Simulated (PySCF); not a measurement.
# C4H6BrN3: the cost of one run

Computed with PySCF 2.14.0 and routines of our own; the level stands in each step. Atoms count from 0.

## (1) The system as given

14 atoms, charge 0, multiplicity 1; geometry from: GFN2-xTB.

## (2) Geometry optimisation at PBE0-D3(BJ)/def2-SVP

What the job is given:

```
{"job": {"xc": "PBE0", "basis": "def2-SVP", "d3": "d3bj", "grid": 1, "kind": "geom"}, "charge": 0, "multiplicity": 1}
C      2.137400    -0.464943    -0.166199
N      1.128826     0.407182     0.389062
C     -0.190831     0.193318     0.057048
C     -0.742234    -0.442881    -1.075893
N     -2.060701    -0.368052    -1.081549
N     -2.403288     0.294851     0.010905
C     -1.309805     0.652003     0.733970
Br    -1.447153     1.601884     2.347051
H      3.116200    -0.109342     0.149731
H      2.023248    -1.511810     0.144010
H      2.085710    -0.417424    -1.253247
H      1.262865     0.623411     1.368338
H     -0.232368    -0.943923    -1.872273
H     -3.368548     0.485254     0.226879
```

Command:

```sh
$ OMP_NUM_THREADS=1 python excited_run.py task.json out
```

One launch serves the whole session: the jobs run in the order shown.

Q: Estimate the wall time and peak memory of this first job on 1 thread of Arm Neoverse N1, shared host.

About 2.1 min, with a peak of 0.76 GiB.
